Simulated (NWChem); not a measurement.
# GeN2H4 (SMILES [NH2][Ge][NH2]): levels of theory compared

Wanted: a comparison of 3 runs (HF/STO-3G, HF/3-21G, B3LYP/6-31G*) of GeN2H4. 

The results are computed with NWChem 7.3.0.

34 further runs of the same task are left out: 34 set aside as unsound or not needed.

## 1. Starting point

GeN2H4 has 7 atoms, charge 0, and is taken as a singlet. As SMILES, `[NH2][Ge][NH2]`. The N3–H6 distance was set to 1.512 Å, away from the relaxed value. At this shape a bond of the SMILES string is far longer than usual.

Bond lengths: N1–Ge2 1.827 Å, Ge2–N3 1.827 Å, N1–H4 1.006 Å, N1–H5 1.008 Å, N3–H7 1.006 Å. Angles: N1–Ge2–N3 97.3°, Ge2–N1–H4 120.9°, Ge2–N1–H5 126.9°, Ge2–N3–H7 120.9°, H4–N1–H5 112.3°. A long bond or contact: N3–H6 1.512 Å.

## 2. The energy at HF/STO-3G (run 1)

The input, calc.nw:

```
start calc
title "GeH4N2"
memory stack 880 mb heap 220 mb global 1100 mb
geometry units atomic noautosym nocenter noautoz
N  -2.22638083 -0.77793033 -1.32753260
Ge -0.12878484 -3.29069915 -0.22884583
N   2.26058488 -1.26377891  1.22151897
H  -3.83302598 -1.18630014 -2.25822272
H  -1.97712596  1.09781183 -1.10586773
H   2.25179765  1.59209426  1.32696568
H   3.78616078 -2.01154354  2.07473031
end
basis spherical bse
N library STO-3G
Ge library STO-3G
H library STO-3G
end
scf
thresh 1e-08
maxiter 80
noprint "final vectors analysis"
end
task scf energy
```

Command:

```sh
$ nwchem calc.nw > calc.out
```

The program printed:

```text
[...]
  functions       =    32
[...]
  wavefunction    = RHF
[...]
         Total SCF energy =  -2161.446378992646
      One-electron energy =  -3401.130013119630
      Two-electron energy =   1055.480811793271
 Nuclear repulsion energy =    184.202822333713
        Time for solution =      3.2s
[...]
```

Run time: 4.2 s. Hardware: 1 thread of Intel Xeon Platinum 8259CL at 2.50GHz (Skylake/Cascade Lake), shared host; peak memory 0.097 GiB.

## 3. A single-point energy at HF/3-21G (run 2)

The input, run.py:

```python
from ase import Atoms
from ase.calculators.nwchem import NWChem

molecule = Atoms(['N', 'Ge', 'N', 'H', 'H', 'H', 'H'], positions=[
    [-1.178150, -0.411663, -0.702500],
    [-0.068150, -1.741363, -0.121100],
    [1.196250, -0.668763, 0.646400],
    [-2.028350, -0.627763, -1.195000],
    [-1.046250, 0.580937, -0.585200],
    [1.191600, 0.842500, 0.702200],
    [2.003550, -1.064463, 1.097900],
])

calc = NWChem(
    label='calc',
    theory='scf',
    memory='2200 mb',
    basis='3-21G',
    basispar='spherical bse',
    scf={'nopen': '0', 'rhf': None, 'thresh': '1e-08', 'maxiter': '80'},
    task='energy',
)
molecule.calc = calc

print("Total energy (eV):", round(molecule.get_potential_energy(), 6))
print("dipole (e A):", molecule.get_dipole_moment().round(4))
```

Command:

```sh
$ export ASE_NWCHEM_COMMAND="nwchem PREFIX.nwi > PREFIX.nwo"
$ python run.py
```

The program printed:

```text
Total energy (eV): -59209.753101
dipole (e A): [-2.440e-02  2.732e-01 -1.000e-04]
```

The calculator wrote calc.nwi:

```
title "calc"

permanent_dir calc

scratch_dir calc

start calc

geometry units angstrom nocenter noautosym noautoz
  N  -1.1781500000000000e+00 -4.1166300000000000e-01 -7.0250000000000001e-01
  Ge -6.8150000000000002e-02 -1.7413630000000000e+00 -1.2110000000000000e-01
  N  1.1962500000000000e+00 -6.6876300000000000e-01 6.4639999999999997e-01
  H  -2.0283500000000001e+00 -6.2776299999999996e-01 -1.1950000000000001e+00
  H  -1.0462499999999999e+00 5.8093700000000004e-01 -5.8520000000000005e-01
  H  1.1916000000000000e+00 8.4250000000000003e-01 7.0220000000000005e-01
  H  2.0035500000000002e+00 -1.0644629999999999e+00 1.0979000000000001e+00
end

memory 2200 mb

basis spherical bse noprint
   * library 3-21G
end

scf
  nopen 0
  rhf
  thresh 1e-08
  maxiter 80
end

task scf energy
```

calc.nwo:

```text
Northwest Computational Chemistry Package (NWChem) 7.3.0
             --------------------------------------------------------

           Job information
           ---------------

    nwchem branch   = 7.3.0
    use scalapack   = T
    input           = calc.nwi
    prefix          = calc.
    data base       = calc/calc.db
    status          = startup
    nproc           =        1

           Memory information
           ------------------

[... 5 lines left out ...]
    hardfail = no
[... 130 lines left out ...]
         Quadratically convergent ROHF
[... 14 lines left out ...]
       Final RHF  results
[... 4 lines left out ...]
      Two-electron energy =   1042.336619227562
[... 44 lines left out ...]
                       ROHF Final Molecular Orbital Analysis
[... 189 lines left out ...]
       Multipole analysis of the density wrt the origin
       ------------------------------------------------

     L   x y z        total         open         nuclear
     -   - - -        -----         ----         -------
     0   0 0 0     -0.000000      0.000000     50.000000

     1   1 0 0     -0.046142      0.000000     -3.653880
[... 8 lines of this table left out ...]
     2   0 0 2    -22.151451      0.000000     36.844865

 Task  times  cpu:        3.7s     wall:        3.7s
 Total times  cpu:        3.7s     wall:        3.7s
```

Wall time 5.1 s (1 thread of Intel Xeon Platinum 8259CL at 2.50GHz (Skylake/Cascade Lake), shared host); peak memory 0.098 GiB.

## 4. The energy at B3LYP/6-31G(d) (Cartesian functions) (run 3)

The input, job.xyz:

```xyz
7

N     -1.178150    -0.411663    -0.702500
Ge    -0.068150    -1.741363    -0.121100
N      1.196250    -0.668763     0.646400
H     -2.028350    -0.627763    -1.195000
H     -1.046250     0.580937    -0.585200
H      1.191600     0.842500     0.702200
H      2.003550    -1.064463     1.097900
```

The input, job.nw:

```
start job
memory 2200 mb
geometry units angstroms noautosym nocenter noautoz
   load format xyz job.xyz
end
basis cartesian
   N library 6-31G*
   Ge library 6-31G*
   H library 6-31G*
end
dft
   xc b3lyp
   mult 1
   grid xfine
   convergence energy 1e-08
   maxiter 100
   mulliken
   print medium
end
task dft energy
```

Command:

```sh
$ nwchem job.nw > job.out
```

The program printed:

```text
[...]
          Wavefunction type:  closed shell.
          No. of atoms     :     7
          No. of electrons :    50
[...]
          Charge           :     0
          Spin multiplicity:     1
[...]
          AO basis - number of functions:    73
[...]
              XC Information
              --------------
                         B3LYP Method XC Potential
                     Hartree-Fock (Exact) Exchange  0.200
                        Slater Exchange Functional  0.800 local
                    Becke 1988 Exchange Functional  0.720 non-local
              Lee-Yang-Parr Correlation Functional  0.810
                  VWN I RPA Correlation Functional  0.190 local
[...]
 d= 0,ls=0.0,diis     1  -2188.5469410919 -2.37D+03  1.60D-02  1.35D+00     4.3
[...]
 d= 0,ls=0.0,diis    11  -2188.6192949768 -5.88D-09  4.26D-07  1.76D-09    35.0
         Total DFT energy =    -2188.619294976752
      One electron energy =    -3413.096420522477
           Coulomb energy =     1134.520954659855
    Exchange-Corr. energy =      -94.246664596206
 Nuclear repulsion energy =      184.202835482075
[...]
      Total Density - Mulliken Population Analysis
     ---------------------------------------------
    Atom       Charge   Shell Charges
 -----------   ------   -------------------------------------------------------
    1 N    7     7.81   1.99  0.78  2.52  0.81  1.68  0.03
    2 Ge  32    31.62   2.00  1.99  6.00  1.93  5.99  1.50  1.48  0.36  0.24  6.93  2.97  0.23
    3 N    7     7.69   1.99  0.80  2.35  0.88  1.66  0.01
    4 H    1     0.68   0.51  0.17
    5 H    1     0.69   0.50  0.18
    6 H    1     0.84   0.36  0.48
    7 H    1     0.67   0.51  0.17
[...]
```

It took 36 s on 1 thread of Intel Xeon Platinum 8259CL at 2.50GHz (Skylake/Cascade Lake), shared host; peak memory 0.13 GiB.

## 5. Overview of the runs

```csv
run,level,Cartesian functions,iteration cap,energy (Eh),dipole moment (D),wall time
1,HF/STO-3G,no,80,-2161.446379,0.55,4.2 s
2,HF/3-21G,no,80,-2175.918310,1.32,5.1 s
3,B3LYP/6-31G* (Cartesian functions),yes,100,-2188.619295,1.40,36 s
```

## 6. Summary of results

| quantity | value |
| --- | --- |
| run 3: total energy | -2188.61929 Eh |
| run 3: dipole moment | 1.40 D |
| run 3: HOMO energy | -6.23 eV |
| run 3: LUMO energy | -1.20 eV |
| run 3: HOMO–LUMO gap | 5.04 eV |

**Reading.** The dipole moment (its size) runs from 0.55 D (HF/STO-3G) to 1.40 D (B3LYP/6-31G*). The two ends differ in method and basis. In run 1 the basis is minimal, so the values are rough. All runs together took 46 s, the longest 36 s.
